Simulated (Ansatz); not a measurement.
# Ni3O4: the cost of one run

Method: DFT PBEsol, scalar-relativistic, plane waves, PAW, in Ansatz 0.2.0.

1 further run of the same task is left out (set aside as unsound or not needed). Runs told in other sessions of the task aren't counted.

## (1) The structure to begin with

Symmetry: Cmmm, No. 65, orthorhombic system. The conventional cell has a = 5.848 Å, b = 7.848 Å, c = 2.847 Å, α = 90.00°, β = 90.00°, γ = 90.00°. Ni (site symmetry 2/m) has 6 O at 1.97 to 2.04 Å in its first shell of neighbours. Ni (site symmetry mmm) has 6 O at 1.86 to 1.89 Å in its first shell of neighbours. Around O (site symmetry 2mm) lie 4 Ni at 1.89 to 1.97 Å. Around O (site symmetry m2m) lie 5 Ni at 1.86 to 2.04 Å.

As a file:

```
CELL_PARAMETERS angstrom
2.92423 -3.92382 0.00000
2.92423 3.92382 0.00000
0.00000 0.00000 2.84726
ATOMIC_POSITIONS crystal
Ni 0.50000 0.00000 0.50000
Ni 0.00000 0.50000 0.50000
Ni 0.00000 0.00000 0.00000
O 0.78789 0.78789 0.50000
O 0.21211 0.21211 0.50000
O 0.23716 0.76284 0.00000
O 0.76284 0.23716 0.00000
```

It goes back to an entry of the Materials Project, which need not be the stable form.

It is the result of an earlier relaxation at this level (volume 9.33 Å³/atom; gap on the mesh: none (metal)).

## (2) Zero of energy

Reference values: F = -19653.0746 eV; pressure -0.03 GPa; largest force 0.009 eV/Å; gap on the mesh none (metal). It was computed beforehand with the settings of the runs below.

## (3) Setting up a frozen normal mode

Mode 20 of the phonon run on this cell, counted from the lowest, is frozen in: each atom moves by x times its row below, so x is the largest displacement.

```
atom      ux      uy     uz
 Ni1   0.001   0.043  0.000
 Ni2   0.001  -0.043  0.000
 Ni3   0.534   0.000  0.000
  O4  -1.000   0.000  0.000
  O5  -1.000   0.000  0.000
  O6   0.017   0.000  0.000
  O7   0.017   0.000  0.000
```

## (4) At x = -0.120 Å

Contents of input.yaml:

```yaml
crystal:
  lattice:
    - [2.9242323582, -3.9238236797, 0.0]
    - [2.9242323582, 3.9238236797, 0.0]
    - [0.0, 0.0, 2.8472645958]
  atoms:
    - { symbol: Ni, position: [0.5006413771, -0.0006874294, 0.5] }
    - { symbol: Ni, position: [-0.0006874294, 0.5006413771, 0.5] }
    - { symbol: Ni, position: [-0.0109474987, -0.0109474987, 0.0] }
    - { symbol: O, position: [0.8084070879, 0.8084070879, 0.5] }
    - { symbol: O, position: [0.2326293227, 0.2326293227, 0.5] }
    - { symbol: O, position: [0.23681153, 0.7624826354, 0.0] }
    - { symbol: O, position: [0.7624826354, 0.23681153, 0.0] }
basis:
  ecutwfc: 420
kpoints:
  mp_grid: { grid: [8, 8, 14] }
hamiltonian:
  xc: pbesol
scf:
  occupations: { method: gaussian, width: 0.15 }
output:
  forces: true
  stress: true
  eigenvalues: true
```

Command:

```bash
$ ansatz run input.yaml --threads 2 --pin off --max-ram 5120MiB --backend cpu --events-out ev --progress --plain --runs-dir out
```

**Question.** How long does this run take on 2 threads of AMD EPYC 9R45 (Zen 5), shared host, and how much memory does it need?

About 11 s, with a peak of 0.66 GiB.
